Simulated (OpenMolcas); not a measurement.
**V²⁺ with 6 ligands (oxide): CASSCF and CASPT2 levels and susceptibility**

Aim: the ligand-field states of V²⁺ in this surrounding, its lowest levels with spin-orbit coupling and its magnetic susceptibility.

Method: state-averaged CASSCF and CASPT2, spin-orbit coupling by RASSI with atomic mean-field integrals. Code: OpenMolcas 26.06.

## 1. What is computed

- Species: V²⁺ (vanadium, Z = 23, 21 electrons)
- Basis: ANO-RCC-VTZP [6s5p3d2f1g], 143 functions with the ligands
- Scalar Hamiltonian: DKH2, point nucleus
- Inactive shells: 1s 2s 2p 3s 3p of the metal, and all ligand shells
- Active space: 3 electrons in 5 orbitals (3d)
- Some configurations of this space: 3d³
- Orbitals: optimised for each spin and parity, averaged over all roots

The outer shells:

3d3
```
3d [↑ ][↑ ][↑ ][  ][  ]
```

V²⁺ is taken with 6 ligands (oxide) in octahedron coordination (Oh) at 2.17 Å. A charge of +1.67 e stands 2.6 Å behind each ligand. Ligand basis ANO-RCC-VDZP. The distances are assumed, not relaxed.

```xyz
7

V     0.0000    0.0000    0.0000
O     2.1700    0.0000    0.0000
O     0.0000    2.1700    0.0000
O    -2.1700    0.0000    0.0000
O     0.0000   -2.1700    0.0000
O     0.0000    0.0000    2.1700
O     0.0000    0.0000   -2.1700
```

The work runs as a chain of OpenMolcas steps in one folder; each step below is one input file. Labels, J, g values, rates, χT and fits are worked out afterwards by a script from the matrices that RASSI stores. The input lists half of the charges; inversion (Group=XYZ) makes the rest.

## 2. Basis and integrals

a.inp reads:

```
&GATEWAY
Coord
7

V 0.0 0.0 0.0
O 2.170000 0.000000 0.000000
O 0.000000 2.170000 0.000000
O -2.170000 0.000000 0.000000
O 0.000000 -2.170000 0.000000
O 0.000000 0.000000 2.170000
O 0.000000 0.000000 -2.170000
Basis=V.ANO-RCC-VTZP,O.ANO-RCC-VDZP
Group=XYZ
NoMove
AngMom=0.0 0.0 0.0
AMFI
RICD
XField
3 Angstrom 0
4.770000 0.000000 0.000000 1.666667
0.000000 4.770000 0.000000 1.666667
0.000000 0.000000 4.770000 1.666667
&SEWARD
```

On the command line:

```bash
$ OMP_NUM_THREADS=1 MOLCAS_MEM=2457 MOLCAS_PROJECT=a pymolcas a.inp > a.log
```

## 3. Reference wave functions, quartets of even parity, 10 roots

a.inp reads:

```
&RASSCF
FileOrb=start.orb
Symmetry=1
Spin=4
nActEl=3 0 0
Inactive=18 21
Ras2=5 0
CIRoot=10 10 1
SDav=10
CIMx=300
Iter=150 100
PrWF=0.3
OrbListing=Nothing
MaxOrb=0
LevShft=1.0
>>> COPY $Project.JobIph JOB001
```

start.orb holds start orbitals that the driver prepared beforehand, or those of the step before.

## 4. Reference wave functions, doublets of even parity, 40 roots

a.inp reads:

```
&RASSCF
FileOrb=start.orb
Symmetry=1
Spin=2
nActEl=3 0 0
Inactive=18 21
Ras2=5 0
CIRoot=40 40 1
SDav=40
CIMx=300
Iter=150 100
PrWF=0.3
OrbListing=Nothing
MaxOrb=0
LevShft=1.0
>>> COPY $Project.JobIph JOB002
```

## 5. RASSI: spin-orbit coupling between the states

a.inp reads:

```
&RASSI
NrOfJobIphs=2 10 40
1 2 3 4 5 6 7 8 9 10
1 2 3 4 5 6 7 8 9 10 11 12 13 14 15 16 17 18 19 20 21 22 23 24 25 26 27
28 29 30 31 32 33 34 35 36 37 38 39 40
IphNames
JOB001
JOB002
EJob
SpinOrbit
DIPRint=1.0
SOCoupling=1000.0
Subsets=2
Property=9
'ANGMOM' 1 'ANGMOM' 2 'ANGMOM' 3 'MLTPL  1' 1 'MLTPL  1' 2 'MLTPL  1' 3
'AMFI' 1 'AMFI' 2 'AMFI' 3
SOProperty=3
'ANGMOM' 1 'ANGMOM' 2 'ANGMOM' 3
```

## 6. CASPT2: IPEA 0.25, imaginary shift 0.1 (closed shells correlated: 3s 3p of the metal, with ligand shells; the Frozen line counts the rest)

a.inp reads:

```
>>> COPY JOB001 $Project.JobIph
&CASPT2
Multistate=10 1 2 3 4 5 6 7 8 9 10
NoMult
Frozen=5 6
IPEA=0.25
Imaginary=0.1
MaxIter=60
WThr=0.0 0.3 0.05
PrWF=0.5
NoMix
>>> COPY JOB002 $Project.JobIph
&CASPT2
Multistate=40 1 2 3 4 5 6 7 8 9 10 11 12 13 14 15 16 17 18 19 20 21 22
23 24 25 26 27 28 29 30 31 32 33 34 35 36 37 38 39 40
NoMult
Frozen=5 6
IPEA=0.25
Imaginary=0.1
MaxIter=60
WThr=0.0 0.3 0.05
PrWF=0.5
NoMix
```

(Steps that only read results are left out.)

Q: Predict the outcome of this session. Wanted: spin-free ground state; first state of the same spin within the active space; lowest level; next level.

The runs gave:

| quantity | value |
| --- | --- |
| method | SS-CASPT2, IPEA 0.25, imaginary shift 0.1 (closed shells correlated: 3s 3p of the metal, with ligand shells; the Frozen line counts the rest) |
| spin-free ground state | 4A2, 1-fold in its orbital part |
| first state of the same spin within the active space | 4T2 at 4060 cm⁻¹ |
| lowest level | 4-fold Γ8 |
| next level | 3991.5 cm⁻¹ |
| χT at 300 K | 1.81 cm³ K/mol |
| effective moment at 300 K | 3.81 μB |

Cost by method:

```
                                              method  time of its own steps  time with the reference
                                           A. CASSCF                   33 s                     33 s
B. SS-CASPT2, IPEA 0.25, imaginary shift 0.1, +3s 3p                3.1 min                  3.7 min
```

Times are of one thread on a shared host.

In words: The spin-free ground state (4A2) comes to 100 % from free-ion F terms and keeps the highest spin of the shell. χT at 300 K is 1.81, against 1.88 cm³ K/mol for the spin alone; near agreement at one temperature doesn't show that the orbital moment is quenched. CASPT2 does not keep the components of a term degenerate, and the means are used. Bare point charges leave oxide and sulfide ligands too diffuse, so the field comes out too small.
